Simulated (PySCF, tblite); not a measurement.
# C6H17NSi: geometry, infrared bands, NMR shifts and electronic excitations

Aim: predict the infrared bands, NMR shifts and electronic excitations of C6H17NSi (`CN([SiH3])CC(C)(C)C`).

Computed with tblite 0.8.0 and PySCF 2.14.0, with density-fitted response routines of our own, on a single molecule in the gas phase. Atoms count from 0, in the outputs and in this text.

## 1. The starting structure

25 atoms, charge 0, multiplicity 1; geometry from: force field or distance geometry start.

Bonds of the start (Å): C0–N1 1.50, N1–Si2 1.84, N1–C3 1.43, C3–C4 1.48, C4–C5 1.53, C4–C6 1.54, C4–C7 1.49, C0–H8 1.11, C0–H9 1.10, C0–H10 1.10, Si2–H11 1.46, Si2–H12 1.48, Si2–H13 1.45, C3–H14 1.13, C3–H15 1.12, C5–H16 1.13, C5–H17 1.12, C5–H18 1.08, C6–H19 1.13, C6–H20 1.08, C6–H21 1.13, C7–H22 1.09, C7–H23 1.10, C7–H24 1.16.

## 2. Relaxing the molecule with GFN2-xTB

The job: settings as JSON, then the geometry in Å.

```
{"job": {"kind": "relax", "xc": "GFN2-xTB", "basis": "xTB"}, "charge": 0, "multiplicity": 1}
C      2.204200    -0.663400    -1.483400
N      1.208900    -0.764600    -0.366800
Si     2.286600    -0.263200     1.033600
C      0.223000     0.243200    -0.631600
C     -1.057900     0.167600     0.110400
C     -1.849300    -1.109200    -0.189900
C     -1.919400     1.340500    -0.399600
C     -1.041100     0.296500     1.592200
H      1.734900    -1.032000    -2.424700
H      2.519600     0.393400    -1.550000
H      3.080700    -1.274400    -1.238200
H      2.505900    -1.476000     1.819800
H      3.572700     0.187200     0.453800
H      1.751300     0.869100     1.763100
H      0.699400     1.268600    -0.597800
H     -0.021800     0.109200    -1.714900
H     -2.927600    -0.981500     0.115700
H     -1.467800    -1.967200     0.412600
H     -1.806700    -1.258400    -1.259700
H     -2.813300     1.439600     0.277100
H     -2.178800     1.225900    -1.444000
H     -1.290300     2.256200    -0.200100
H     -0.252000    -0.215200     2.142100
H     -1.100300     1.357500     1.876300
H     -2.071800    -0.125300     1.913000
```

Launch:

```console
> OMP_NUM_THREADS=1 python probes_run.py task.json out
```

The driver reads the jobs from task.json and runs them one after another.

The log of the run:

```text
step      E/eV     max force
  0    -711.59259    2.876
  1    -711.96823    1.516
  2    -712.09217    0.727
  3    -712.16444    0.685
  4    -712.26733    0.682
  5    -712.32891    0.601
  6    -712.38699    0.447
  7    -712.43353    0.362
  8    -712.46905    0.363
  9    -712.49406    0.425
 10    -712.51903    0.442
 11    -712.54766    0.405
 12    -712.57711    0.315
 13    -712.60048    0.317
 14    -712.61684    0.289
 15    -712.63391    0.272
 16    -712.65178    0.233
 17    -712.66512    0.210
 18    -712.67552    0.214
 19    -712.68777    0.255
 20    -712.70590    0.346
 21    -712.72912    0.341
 22    -712.74982    0.269
 23    -712.76235    0.233
 24    -712.77150    0.215
 25    -712.78150    0.218
 26    -712.79195    0.220
 27    -712.80253    0.244
 28    -712.81317    0.284
 29    -712.82565    0.291
 30    -712.83973    0.216
 31    -712.84942    0.209
 32    -712.85675    0.188
 33    -712.86460    0.188
 34    -712.87286    0.218
 35    -712.88073    0.188
 36    -712.88687    0.211
 37    -712.89240    0.179
 38    -712.89826    0.165
 39    -712.90445    0.171
 40    -712.90934    0.186
 41    -712.91427    0.154
 42    -712.91982    0.205
 43    -712.92667    0.256
 44    -712.93413    0.291
 45    -712.94161    0.292
 46    -712.94885    0.237
 47    -712.95540    0.139
 48    -712.96091    0.149
 49    -712.96590    0.173
 50    -712.97102    0.203
 51    -712.97642    0.172
 52    -712.98085    0.157
 53    -712.98327    0.191
 54    -712.98633    0.108
 55    -712.98840    0.090
 56    -712.99020    0.091
 57    -712.99248    0.115
 58    -712.99499    0.140
 59    -712.99762    0.127
 60    -712.99982    0.101
 61    -713.00169    0.089
 62    -713.00342    0.087
 63    -713.00511    0.085
 64    -713.00677    0.083
 65    -713.00830    0.065
 66    -713.00939    0.051
 67    -713.01008    0.049
 68    -713.01065    0.047
 69    -713.01125    0.052
 70    -713.01183    0.053
 71    -713.01233    0.056
 72    -713.01282    0.058
 73    -713.01346    0.068
 74    -713.01425    0.064
 75    -713.01508    0.065
 76    -713.01579    0.060
 77    -713.01642    0.054
 78    -713.01706    0.050
 79    -713.01761    0.050
 80    -713.01795    0.032
 81    -713.01819    0.034
 82    -713.01842    0.030
 83    -713.01867    0.031
 84    -713.01889    0.029
 85    -713.01907    0.032
 86    -713.01925    0.033
 87    -713.01948    0.038
 88    -713.01970    0.037
 89    -713.01987    0.026
 90    -713.01999    0.025
 91    -713.02009    0.024
 92    -713.02018    0.019
 93    -713.02024    0.013
 94    -713.02027    0.015
 95    -713.02030    0.012
 96    -713.02034    0.012
 97    -713.02039    0.015
 98    -713.02044    0.016
 99    -713.02050    0.019
100    -713.02058    0.018
101    -713.02068    0.022
102    -713.02082    0.024
103    -713.02096    0.023
104    -713.02108    0.020
105    -713.02118    0.023
106    -713.02128    0.022
107    -713.02138    0.019
108    -713.02146    0.020
109    -713.02152    0.022
110    -713.02159    0.019
111    -713.02169    0.025
112    -713.02184    0.030
113    -713.02203    0.031
114    -713.02223    0.032
115    -713.02243    0.034
116    -713.02263    0.034
117    -713.02287    0.042
118    -713.02309    0.031
119    -713.02332    0.035
120    -713.02346    0.035
121    -713.02371    0.031
122    -713.02391    0.029
123    -713.02409    0.044
124    -713.02422    0.030
125    -713.02438    0.025
126    -713.02466    0.025
127    -713.02487    0.034
128    -713.02518    0.039
129    -713.02546    0.042
130    -713.02578    0.046
131    -713.02608    0.053
132    -713.02634    0.052
133    -713.02653    0.044
134    -713.02671    0.026
135    -713.02685    0.028
136    -713.02699    0.026
137    -713.02713    0.026
138    -713.02729    0.030
139    -713.02744    0.026
140    -713.02755    0.041
141    -713.02768    0.028
142    -713.02780    0.023
143    -713.02794    0.033
144    -713.02806    0.043
145    -713.02825    0.043
146    -713.02837    0.025
147    -713.02844    0.015
148    -713.02849    0.020
149    -713.02854    0.021
150    -713.02860    0.021
151    -713.02866    0.019
152    -713.02871    0.014
153    -713.02877    0.017
154    -713.02882    0.021
155    -713.02892    0.024
156    -713.02900    0.022
157    -713.02907    0.017
158    -713.02913    0.022
159    -713.02918    0.020
160    -713.02923    0.015
161    -713.02928    0.013
162    -713.02932    0.012
163    -713.02936    0.011
164    -713.02938    0.011
165    -713.02940    0.011
166    -713.02943    0.010
167    -713.02944    0.008
```

Run time: 1.6 s. Hardware: 1 thread of Arm Neoverse V1, shared host; peak memory 0.18 GiB.

Along the way: (not every step is listed)

| step | energy from step 0 (eV) | largest force (eV/Å) |
| --- | --- | --- |
| 0 | 0.0000 | 2.8758 |
| 1 | -0.3756 | 1.5162 |
| 2 | -0.4996 | 0.7268 |
| 3 | -0.5719 | 0.6852 |
| 4 | -0.6747 | 0.6824 |
| 5 | -0.7363 | 0.6007 |
| 6 | -0.7944 | 0.4467 |
| 7 | -0.8409 | 0.3619 |
| 8 | -0.8765 | 0.3625 |
| 23 | -1.1698 | 0.2330 |
| 38 | -1.3057 | 0.1647 |
| 53 | -1.3907 | 0.1908 |
| 68 | -1.4181 | 0.0469 |
| 83 | -1.4261 | 0.0314 |
| 98 | -1.4279 | 0.0160 |
| 113 | -1.4294 | 0.0313 |
| 128 | -1.4326 | 0.0392 |
| 143 | -1.4353 | 0.0328 |
| 158 | -1.4365 | 0.0222 |
| 162 | -1.4367 | 0.0119 |
| 163 | -1.4368 | 0.0107 |
| 164 | -1.4368 | 0.0108 |
| 165 | -1.4368 | 0.0114 |
| 166 | -1.4368 | 0.0102 |
| 167 | -1.4369 | 0.0083 |

Close pairs (by a distance rule), those that changed most:

| bond | before (Å) | after (Å) | change (Å) |
| --- | --- | --- | --- |
| N1–Si2 | 1.837 | 1.716 | -0.121 |
| C7–H24 | 1.159 | 1.088 | -0.070 |
| C3–C4 | 1.482 | 1.550 | +0.067 |
| C0–N1 | 1.499 | 1.442 | -0.057 |
| C6–H21 | 1.129 | 1.088 | -0.041 |
| C4–C7 | 1.487 | 1.528 | +0.041 |
| C5–H16 | 1.128 | 1.089 | -0.039 |
| C6–H19 | 1.126 | 1.088 | -0.038 |

The next job starts from the end point, and lists it.

## 3. Infrared spectrum with GFN2-xTB

The job: settings as JSON, then the geometry in Å.

```
{"job": {"kind": "ir", "xc": "GFN2-xTB", "basis": "xTB"}, "charge": 0, "multiplicity": 1}
C      1.749662    -0.956984    -1.428722
N      1.473420    -0.073676    -0.323090
Si     2.387305    -0.193671     1.123976
C      0.329842     0.791626    -0.482081
C     -1.037707     0.302366     0.057969
C     -1.371006    -1.104938    -0.436517
C     -2.104151     1.278854    -0.449765
C     -1.048190     0.311651     1.586286
H      1.071269    -1.814251    -1.473720
H      1.670496    -0.412487    -2.374671
H      2.764629    -1.339632    -1.337636
H      2.017211    -1.328623     1.993062
H      3.786713    -0.378298     0.727356
H      2.188080     1.059709     1.847047
H      0.553369     1.739043     0.018455
H      0.215555     1.001579    -1.552383
H     -2.374401    -1.383105    -0.118350
H     -0.673266    -1.829203    -0.023617
H     -1.333201    -1.153369    -1.522810
H     -3.082955     1.007264    -0.060661
H     -2.154849     1.266041    -1.536455
H     -1.877324     2.293419    -0.129392
H     -0.306003    -0.375926     1.981341
H     -0.829331     1.306889     1.966489
H     -2.026100     0.009868     1.957023
```

The log of the run:

```text
mode    cm-1     km/mol
  1      24.0      0.10
  2      80.4      0.37
  3     120.8      1.05
  4     159.0      0.93
  5     202.6      0.67
  6     207.6      0.47
  7     236.4      3.53
  8     250.0      0.54
  9     256.7      2.17
 10     292.0      0.22
 11     304.1      0.59
 12     358.6      0.50
 13     392.0      0.71
 14     410.4      0.94
 15     441.9      0.53
 16     505.1      4.10
 17     568.4     80.80
 18     607.1     80.34
 19     723.8      5.01
 20     762.3    205.40
 21     789.4     14.22
 22     815.3    239.95
 23     847.3    361.56
 24     920.9      1.59
 25     936.0      6.82
 26     963.3      0.15
 27     963.7      3.89
 28     968.6      0.80
 29    1038.2     10.27
 30    1045.0      9.72
 31    1055.1     56.98
 32    1100.0      1.64
 33    1160.0     42.98
 34    1223.8     91.61
 35    1232.3      1.02
 36    1263.2      9.64
 37    1280.4     19.30
 38    1342.6     48.11
 39    1364.5      8.27
 40    1403.8      5.25
 41    1407.3      4.07
 42    1427.2      1.21
 43    1431.1      3.80
 44    1469.5      0.11
 45    1485.4      2.17
 46    1492.1      0.45
 47    1494.2      0.71
 48    1500.8      2.38
 49    1506.2      5.27
 50    1509.4      2.84
 51    1516.0      1.87
 52    1522.4      4.63
 53    2125.6    384.46
 54    2222.7    320.71
 55    2269.3    289.22
 56    2908.5     54.32
 57    2917.6     50.20
 58    2932.6     43.39
 59    2947.2     71.56
 60    3014.2     45.50
 61    3016.3      9.62
 62    3021.4     24.36
 63    3024.0      4.63
 64    3028.8     97.44
 65    3030.7     22.30
 66    3033.6     78.14
 67    3037.4     28.02
 68    3039.6     42.84
 69    3055.4     39.37
```

Wall time 1.2 s (1 thread of Arm Neoverse V1, shared host); peak memory 0.18 GiB.

The strongest bands and the atoms that carry them (share of the mass-weighted mode):

| cm⁻¹ | km/mol | atoms |
| --- | --- | --- |
| 762 | 205.4 | H13 53 %, H12 33 % |
| 815 | 239.9 | H11 40 %, H13 29 %, H12 12 % |
| 847 | 361.6 | H11 42 %, H12 40 % |
| 1224 | 91.6 | N1 37 %, C4 16 %, C3 14 % |
| 2126 | 384.5 | H11 94 % |
| 2223 | 320.7 | H12 95 % |
| 2269 | 289.2 | H13 97 % |
| 3029 | 97.4 | H19 38 %, H21 15 %, H24 13 %, H20 12 % |

## 4. Optimising the geometry at PBE0-D3(BJ)/def2-SVP

The job: settings as JSON, then the geometry in Å.

```
{"job": {"xc": "PBE0", "basis": "def2-SVP", "d3": "d3bj", "grid": 1, "shake": 0.01, "kind": "geom"}, "charge": 0, "multiplicity": 1}
C      1.770070    -0.982540    -1.424540
N      1.467740    -0.078200    -0.325250
Si     2.367110    -0.195990     1.115320
C      0.363070     0.793880    -0.485610
C     -1.040520     0.295690     0.047420
C     -1.374910    -1.100120    -0.438900
C     -2.094570     1.276860    -0.449520
C     -1.032730     0.317100     1.581230
H      1.069440    -1.808850    -1.454370
H      1.667800    -0.414920    -2.364650
H      2.755760    -1.342550    -1.328810
H      2.023010    -1.327710     1.999760
H      3.758430    -0.368080     0.717760
H      2.171390     1.062470     1.854050
H      0.548920     1.728280     0.018720
H      0.215030     1.015630    -1.544910
H     -2.372460    -1.371990    -0.120410
H     -0.682520    -1.823360    -0.017790
H     -1.335350    -1.161200    -1.520520
H     -3.107890     1.014170    -0.055750
H     -2.171240     1.266650    -1.546100
H     -1.869750     2.273080    -0.138540
H     -0.298910    -0.364360     1.959760
H     -0.834310     1.310170     1.960400
H     -2.010190    -0.002040     1.960570
```

The log of the run:

```text
step   0  E = -582.35292998  max force = 0.033152
step   1  E = -582.36176830  max force = 0.007646
step   2  E = -582.36204000  max force = 0.001846
step   3  E = -582.36208449  max force = 0.000767
step   4  E = -582.36211221  max force = 0.001445
step   5  E = -582.36211823  max force = 0.001623
step   6  E = -582.36211988  max force = 0.000460
step   7  E = -582.36211978  max force = 0.000139
optimisation converged
```

Wall time 3 min (1 thread of Arm Neoverse V1, shared host); peak memory 0.98 GiB.

Step by step:

| step | energy from step 0 (eV) | largest force component (eV/Å) |
| --- | --- | --- |
| 0 | 0.0000 | 1.7047 |
| 1 | -0.2405 | 0.3932 |
| 2 | -0.2479 | 0.0949 |
| 3 | -0.2491 | 0.0394 |
| 4 | -0.2499 | 0.0743 |
| 5 | -0.2500 | 0.0835 |
| 6 | -0.2501 | 0.0237 |
| 7 | -0.2501 | 0.0071 |

Distances of close pairs at the start and the end, largest changes first:

| bond | before (Å) | after (Å) | change (Å) |
| --- | --- | --- | --- |
| C0–H10 | 1.054 | 1.103 | +0.049 |
| Si2–H12 | 1.457 | 1.498 | +0.041 |
| C3–C4 | 1.582 | 1.545 | -0.037 |
| C6–H21 | 1.068 | 1.102 | +0.035 |
| N1–Si2 | 1.702 | 1.736 | +0.033 |
| C7–H22 | 1.071 | 1.101 | +0.031 |
| N1–C3 | 1.417 | 1.446 | +0.030 |
| C3–H14 | 1.078 | 1.106 | +0.028 |

The next job starts from the end point, and lists it.

| at the end point | value |
| --- | --- |
| point group (found at 0.08 Å tolerance) | C1 |
| rotational constants (GHz, main isotopes) | 2.487, 1.076, 0.928 |
| dipole moment (D) | 1.00 |

## 5. NMR shieldings: PBE0/pcSseg-1

The job: settings as JSON, then the geometry in Å.

```
{"job": {"kind": "nmr", "xc": "PBE0", "basis": "pcSseg-1"}, "charge": 0, "multiplicity": 1}
C      1.407376    -0.867703    -1.667739
N      1.100526     0.076382    -0.618620
Si     2.085064     0.128680     0.809762
C     -0.023395     0.963118    -0.824184
C     -1.406483     0.512977    -0.303120
C     -1.808151    -0.832849    -0.905574
C     -2.417895     1.583247    -0.715499
C     -1.377132     0.397957     1.220832
H      0.758175    -1.762435    -1.680430
H      1.320343    -0.387029    -2.659402
H      2.446721    -1.222925    -1.570546
H      1.786645    -0.922558     1.840355
H      3.517704    -0.065366     0.415804
H      1.887278     1.463227     1.451831
H      0.198847     1.939727    -0.355924
H     -0.110909     1.159003    -1.910127
H     -2.823936    -1.115095    -0.585588
H     -1.124733    -1.631508    -0.581314
H     -1.800397    -0.800168    -2.007135
H     -3.424691     1.339802    -0.341541
H     -2.480181     1.672608    -1.812183
H     -2.141572     2.571378    -0.312916
H     -0.661435    -0.371321     1.551152
H     -1.091761     1.353505     1.689916
H     -2.366615     0.113874     1.612787
```

With the program's defaults for keys left out, this is: GIAO PBE0/pcSseg-1 NMR shielding, non-relativistic, gas phase.

The log of the run:

```text
coarse grid: 19744 points
cycle   1  E = -582.4830436958  dE =  4.472e-01  |g| = 4.689e-01  |ddm| = 4.175e+00
cycle   2  E = -582.4560957654  dE =  2.695e-02  |g| = 5.819e-01  |ddm| = 1.048e+00
cycle   3  E = -582.5405851412  dE = -8.449e-02  |g| = 7.627e-02  |ddm| = 6.498e-01
cycle   4  E = -582.5415924807  dE = -1.007e-03  |g| = 3.278e-02  |ddm| = 9.804e-02
cycle   5  E = -582.5418209666  dE = -2.285e-04  |g| = 6.489e-03  |ddm| = 3.582e-02
cycle   6  E = -582.5418287363  dE = -7.770e-06  |g| = 2.371e-03  |ddm| = 8.005e-03
final grid: 181496 points
cycle   7  E = -582.5905232453  dE = -8.686e-05  |g| = 1.133e-02  |ddm| = 5.333e-02
cycle   8  E = -582.5905032672  dE =  1.998e-05  |g| = 1.433e-02  |ddm| = 2.568e-02
cycle   9  E = -582.5905567704  dE = -5.350e-05  |g| = 1.051e-03  |ddm| = 1.496e-02
cycle  10  E = -582.5905569778  dE = -2.074e-07  |g| = 4.099e-04  |ddm| = 1.370e-03
cycle  11  E = -582.5905570110  dE = -3.327e-08  |g| = 1.060e-04  |ddm| = 4.368e-04
cycle  12  E = -582.5905570131  dE = -2.095e-09  |g| = 4.042e-05  |ddm| = 1.396e-04
cycle  13  E = -582.5905570135  dE = -3.677e-10  |g| = 4.092e-06  |ddm| = 3.943e-05
converged SCF energy = -582.5905570135

GIAO shielding tensors (ppm)
atom      isotropic    diamagn.    paramagn.     s11        s22        s33       span
  0 C      140.579     242.519    -101.940    115.858    121.982    183.895     68.037
  1 N      249.464     328.924     -79.460    215.918    251.459    281.015     65.098
  2 Si     392.128     880.826    -488.698    335.947    355.933    484.503    148.556
  3 C      112.944     244.188    -131.244     87.488    109.947    141.398     53.909
  4 C      148.146     245.006     -96.860    140.915    143.764    159.758     18.843
  5 C      155.076     248.603     -93.526    139.775    145.973    179.481     39.706
  6 C      154.391     246.733     -92.342    137.393    139.673    186.107     48.714
  7 C      155.063     249.911     -94.848    138.038    145.085    182.065     44.028
  8 H       28.253      30.099      -1.846     22.692     27.880     34.188     11.496
  9 H       28.880      29.156      -0.276     25.341     25.941     35.358     10.017
 10 H       28.553      28.847      -0.294     23.786     26.501     35.372     11.586
 11 H       26.328      30.093      -3.765     22.183     24.998     31.805      9.622
 12 H       26.522      29.501      -2.979     22.740     24.628     32.198      9.458
 13 H       26.656      30.777      -4.120     23.504     25.217     31.248      7.744
 14 H       28.517      33.429      -4.912     23.356     30.373     31.822      8.466
 15 H       29.085      33.582      -4.497     24.013     31.081     32.160      8.147
 16 H       30.429      31.369      -0.940     26.659     28.085     36.544      9.885
 17 H       29.977      32.240      -2.263     26.060     29.347     34.524      8.463
 18 H       30.535      31.857      -1.322     26.959     28.304     36.342      9.383
 19 H       30.490      29.811       0.680     26.758     27.805     36.908     10.150
 20 H       30.491      30.199       0.291     26.538     28.180     36.754     10.215
 21 H       30.502      30.255       0.247     26.567     28.129     36.810     10.243
 22 H       29.898      33.091      -3.193     25.896     29.342     34.457      8.561
 23 H       30.559      32.735      -2.176     27.004     28.108     36.566      9.561
 24 H       30.436      32.052      -1.617     26.725     28.098     36.483      9.758
```

It took 48 s on 1 thread of Arm Neoverse V1, shared host; peak memory 1.2 GiB.

Shifts follow as δ = σ(reference) − σ, with reference shieldings (ppm) from runs at the same level and on the same kind of geometry: ¹H TMS 31.27, ¹³C TMS 184.4, ²⁹Si TMS 352.0, ¹⁵N NH3 265.7. The references are single molecules in the gas phase, so shifts against H2O, NH3, PH3, H3PO4 or CFCl3 are not on the usual liquid scales and can be off by tens of ppm. Atoms listed in one row are averaged.

| atoms | environment | σ (ppm) | δ (ppm) | δ scaled to CDCl3 |
| --- | --- | --- | --- | --- |
| C3 | sp3 CH2 bonded to N | 112.9 | 71.5 | 68.9 |
| C0 | methyl carbon bonded to N | 140.6 | 43.8 | 42.1 |
| C4 | quaternary sp3 carbon | 148.1 | 36.3 | 34.7 |
| C5, C6, C7 | methyl carbon | 154.8 | 29.6 | 28.2 |
| H11, H12, H13 | hydrogen on a silicon bonded to N | 26.50 | 4.76 | – |
| H8, H9, H10 | hydrogen on a methyl carbon bonded to N | 28.56 | 2.70 | 2.78 |
| H14, H15 | hydrogen on an sp3 CH2 bonded to N | 28.80 | 2.47 | 2.55 |
| H16, H17, H18, H19, H20 and 4 more | hydrogen on a methyl carbon | 30.37 | 0.90 | 1.07 |
| N1 | nitrogen bonded to 2 C, Si | 249.5 | 16.2 | – |
| Si2 | silicon bonded to N, 3 H | 392.1 | -40.1 | – |

The scaled column applies a straight-line fit of computed shieldings to shifts measured in CDCl3 (root-mean-square error 0.21 ppm for H, 2.0 ppm for C).

The run also stored atomic charges by several schemes (e):

| atoms | Mulliken | IAO | Hirshfeld | ESP fit |
| --- | --- | --- | --- | --- |
| C0 | -0.06 | -0.29 | -0.07 | -0.40 |
| N1 | -0.81 | -0.50 | -0.17 | -0.08 |
| Si2 | 0.60 | 0.71 | 0.34 | 0.40 |
| C3 | 0.15 | -0.14 | -0.02 | -0.46 |
| C4 | -0.59 | 0.04 | 0.02 | 0.82 |
| C5, C6, C7 | -0.18 | -0.41 | -0.12 | -0.58 |

Mayer bond orders: C0–N1 0.96, N1–Si2 0.96, N1–C3 0.95, C3–C4 0.96, C4–C5 1.01, C4–C6 1.02, C4–C7 1.01.

(Part 1 of 2 ends here.)
